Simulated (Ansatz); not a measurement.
**SnMe2(pyrrolidide)2 (C10H22N2Sn): the relaxed shape and its frontier levels**

What does SnMe2(pyrrolidide)2 (C10H22N2Sn) look like as a singlet, and where do its frontier electrons sit?

The runs use Ansatz 0.2.0, Gaussian basis; RKS PBE0-D4/def2-TZVP.

The runs, in order: relaxation at r2SCAN-D4/def2-SVP; a single point at PBE0-D4/def2-TZVP.

2 further runs of the same task are left out: 2 set aside as unsound or not needed. Runs told in other sessions of the task aren't counted.

## Step 1: Starting geometry

35 atoms, charge 0, spin multiplicity 1.

Atoms are counted from 1 here; the program's logs count them from 0.

Bond lengths: Sn1–C2 2.187 Å, Sn1–C6 2.219 Å, Sn1–N10 2.049 Å, Sn1–N23 2.091 Å, C2–H3 1.084 Å, C2–H4 1.085 Å, C2–H5 1.084 Å, C6–H7 1.083 Å, C6–H8 1.085 Å, C6–H9 1.084 Å, N10–C11 1.447 Å, N10–C14 1.445 Å, C11–C12 1.534 Å, C11–H15 1.090 Å, C11–H16 1.100 Å, C12–C13 1.538 Å, C12–H17 1.089 Å, C12–H18 1.089 Å and more. Angles: C2–Sn1–C6 114.9°, C2–Sn1–N10 104.8°, C2–Sn1–N23 104.7°, C6–Sn1–N10 105.8°, C6–Sn1–N23 116.5°, N10–Sn1–N23 109.6°, Sn1–C2–H3 110.3°, Sn1–C2–H4 109.8°, Sn1–C2–H5 109.2°, H3–C2–H4 109.1°, H3–C2–H5 109.1°, H4–C2–H5 109.4°, Sn1–C6–H7 108.7°, Sn1–C6–H8 110.6°, Sn1–C6–H9 109.4°, H7–C6–H8 109.4°, H7–C6–H9 109.4°, H8–C6–H9 109.3° and more.

Geometry (Å):

```xyz
35
C10H22N2Sn
Sn    1.00775    0.02004    0.71048
C     0.85349    0.04232    2.89184
H     1.55087   -0.66527    3.32519
H    -0.15408   -0.22423    3.19218
H     1.08575    1.03621    3.25591
C     3.08057    0.07462   -0.08077
H     3.50059    1.05426    0.11107
H     3.08598   -0.11738   -1.14871
H     3.67795   -0.67825    0.42088
N     0.13532    1.77326    0.10713
C    -1.22401    2.08265    0.49354
C    -1.42096    3.51625   -0.01465
C    -0.42139    3.64001   -1.17761
C     0.22759    2.25367   -1.25267
H    -1.33876    1.99553    1.57357
H    -1.94982    1.41501    0.00660
H    -1.18220    4.22947    0.77236
H    -2.44835    3.68594   -0.33303
H    -0.90574    3.90517   -2.11591
H     0.33377    4.39146   -0.95395
H    -0.34023    1.62356   -1.95457
H     1.26811    2.28811   -1.57541
N    -0.17593   -1.59678    0.11205
C    -0.46417   -1.81745   -1.28751
C    -1.37882   -3.04983   -1.27727
C    -1.01807   -3.77090    0.03330
C     0.11107   -2.91863    0.62195
H     0.44430   -2.04338   -1.86819
H    -0.94248   -0.93811   -1.72011
H    -1.20733   -3.67475   -2.15254
H    -2.42360   -2.74407   -1.27272
H    -1.86943   -3.77853    0.71190
H    -0.69769   -4.79830   -0.13182
H     0.11931   -2.91256    1.71119
H     1.08063   -3.29909    0.26627
```

Sn takes a core potential in the def2 sets. No spin-orbit coupling is included.

The start is a GFN2-xTB geometry.

## Step 2: Relaxation at r2SCAN-D4/def2-SVP

The input, in.yaml:

```yaml
crystal:
  periodic: [false, false, false]
  atoms:
    - {symbol: Sn, position_ang: [1.007750, 0.020040, 0.710480]}
    - {symbol: C, position_ang: [0.853490, 0.042320, 2.891840]}
    - {symbol: H, position_ang: [1.550870, -0.665270, 3.325190]}
    - {symbol: H, position_ang: [-0.154080, -0.224230, 3.192180]}
    - {symbol: H, position_ang: [1.085750, 1.036210, 3.255910]}
    - {symbol: C, position_ang: [3.080570, 0.074620, -0.080770]}
    - {symbol: H, position_ang: [3.500590, 1.054260, 0.111070]}
    - {symbol: H, position_ang: [3.085980, -0.117380, -1.148710]}
    - {symbol: H, position_ang: [3.677950, -0.678250, 0.420880]}
    - {symbol: N, position_ang: [0.135320, 1.773260, 0.107130]}
    - {symbol: C, position_ang: [-1.224010, 2.082650, 0.493540]}
    - {symbol: C, position_ang: [-1.420960, 3.516250, -0.014650]}
    - {symbol: C, position_ang: [-0.421390, 3.640010, -1.177610]}
    - {symbol: C, position_ang: [0.227590, 2.253670, -1.252670]}
    - {symbol: H, position_ang: [-1.338760, 1.995530, 1.573570]}
    - {symbol: H, position_ang: [-1.949820, 1.415010, 0.006600]}
    - {symbol: H, position_ang: [-1.182200, 4.229470, 0.772360]}
    - {symbol: H, position_ang: [-2.448350, 3.685940, -0.333030]}
    - {symbol: H, position_ang: [-0.905740, 3.905170, -2.115910]}
    - {symbol: H, position_ang: [0.333770, 4.391460, -0.953950]}
    - {symbol: H, position_ang: [-0.340230, 1.623560, -1.954570]}
    - {symbol: H, position_ang: [1.268110, 2.288110, -1.575410]}
    - {symbol: N, position_ang: [-0.175930, -1.596780, 0.112050]}
    - {symbol: C, position_ang: [-0.464170, -1.817450, -1.287510]}
    - {symbol: C, position_ang: [-1.378820, -3.049830, -1.277270]}
    - {symbol: C, position_ang: [-1.018070, -3.770900, 0.033300]}
    - {symbol: C, position_ang: [0.111070, -2.918630, 0.621950]}
    - {symbol: H, position_ang: [0.444300, -2.043380, -1.868190]}
    - {symbol: H, position_ang: [-0.942480, -0.938110, -1.720110]}
    - {symbol: H, position_ang: [-1.207330, -3.674750, -2.152540]}
    - {symbol: H, position_ang: [-2.423600, -2.744070, -1.272720]}
    - {symbol: H, position_ang: [-1.869430, -3.778530, 0.711900]}
    - {symbol: H, position_ang: [-0.697690, -4.798300, -0.131820]}
    - {symbol: H, position_ang: [0.119310, -2.912560, 1.711190]}
    - {symbol: H, position_ang: [1.080630, -3.299090, 0.266270]}
basis:
  gaussian: {orbitals: def2-SVP}
hamiltonian: {xc: r2scan, dispersion: d4}
scf: {lower_state_search: "off"}
output: {orbitals: {seedname: orbitals}}
relax: {f_tol: 0.03, max_steps: 70}
```

Run with:

```
$ ansatz run in.yaml --threads 2 --pin off --events-out ev --progress --plain --max-ram 20480MiB --backend cuda --devices 0, --max-vram 18GiB
```

After this run come: Single point, PBE0-D4/def2-TZVP.

**Question.** What will the summary of the whole plan be? Wanted: point group; commonest bond, hydrogen aside; HOMO, LUMO at PBE0-D4/def2-TZVP; dipole at r2SCAN-D4/def2-SVP.

The runs gave:

| quantity | value |
| --- | --- |
| point group | C1 |
| commonest bond, hydrogen aside | C–C, 6 of mean length 1.546 Å |
| HOMO, LUMO at PBE0-D4/def2-TZVP | -5.73, 0.24 eV |
| dipole at r2SCAN-D4/def2-SVP | 0.97 D |

In words: The molecule keeps its bonding pattern by the stored test; the atoms moved 0.07 Å (rms). No usable vibrations, so a minimum isn't proven. The HOMO lies nearest to N23 45 %; N10 19 % and the LUMO to H3, H7, H9 about 9 % each; Sn1 10 %. The point group is read from a loosely relaxed geometry; soft torsions can leave it below the true symmetry.
